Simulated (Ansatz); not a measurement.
# AsH+ (quartet): from Hartree-Fock to the top rungs at distance As1–H2 = 2.286 Å, cc-pVQZ

One table from this session's results is given with a row withheld; the runs are named, their logs left out.

Program: Ansatz 0.2.0, Gaussian basis. Level of theory: cc-pVQZ, core rule «outside noble gas», up to 14 orbitals frozen. These are calculated values, not measurements.

Plan: UHF; CCSD(T) on ROHF; CCSD(T) on UHF; BCCD(T) on ROHF; CCSDT(Q) on ROHF; CCSDT(Q) on UHF; CASSCF and MRCISD+Q, 5 electrons in 5 orbitals; CASSCF and NEVPT2, 5 electrons in 5 orbitals.

11 further runs of the same task are left out: 11 that didn't finish.

## The system

The geometry derives from a PBE0/def2-TZVP stationary point (not a proven minimum). One bond is set to the value named and the two fragments are kept rigid. No spin-orbit coupling is included. The filled d shell of As may be among the frozen orbitals whatever the setting's name suggests; the logs give the count.

2 atoms, charge 1, spin multiplicity 4.

Atoms are counted from 1 here; the program's logs count them from 0.

No contacts short enough for the rule that draws bonds.

Geometry (Å):

```
As    0.0000    0.0000    0.0000
H     0.0000    0.0000    2.2860
```

The first run:

in.yaml reads:

```yaml
crystal:
  periodic: [false, false, false]
  atoms:
    - {symbol: As, position_ang: [0.000000, 0.000000, 0.000000]}
    - {symbol: H, position_ang: [0.000000, 0.000000, 2.286000]}
basis:
  gaussian: {orbitals: cc-pVQZ}
total_charge: 1
magnetization: {spin_polarized: true, initial_magnetization: 3}
hamiltonian: {xc: hf}
output: {orbitals: {seedname: orbitals}}
```

Run with:

```sh
> ansatz run in.yaml --threads 1 --pin off --events-out ev --progress --plain --max-ram 3968MiB --backend cpu
```

Steps of the session up to this table: UHF; CCSD(T) on ROHF; CCSD(T) on UHF; BCCD(T) on ROHF; CCSDT(Q) on ROHF; CCSDT(Q) on UHF; CASSCF and MRCISD+Q, 5 electrons in 5 orbitals; CASSCF and NEVPT2, 5 electrons in 5 orbitals.

One table of the session follows, with a row left open; its other results are not shown here.

```
          method  from UCCSDT(Q) (meV)
            ROHF               +2365.7
             UHF               +2263.4
            RMP2                +517.3
            UMP2                +510.7
           RCCSD                +102.0
           UCCSD                 +86.6
        RCCSD(T)                 +30.6
        UCCSD(T)                 +17.1
         BCCD(T)                     ?
          RCCSDT                 +15.8
          UCCSDT                  +1.9
       RCCSDT(Q)                 +13.9
       UCCSDT(Q)                     0
  CASSCF valence               +1995.8
  NEVPT2 valence                +402.8
  MRCISD valence                +110.3
MRCISD+Q valence                 +27.4
```

**Question.** Estimate the row for BCCD(T).

The run gave: from UCCSDT(Q) (meV): +30.7. In the column «from UCCSDT(Q) (meV)» it lies between RCCSD(T) (+30.6) and UCCSD (+86.6).

To keep in mind: Restricted and unrestricted rows rest on different reference determinants; where their highest levels disagree by more than a few hundredths of an eV, they describe different states and don't form one ladder.
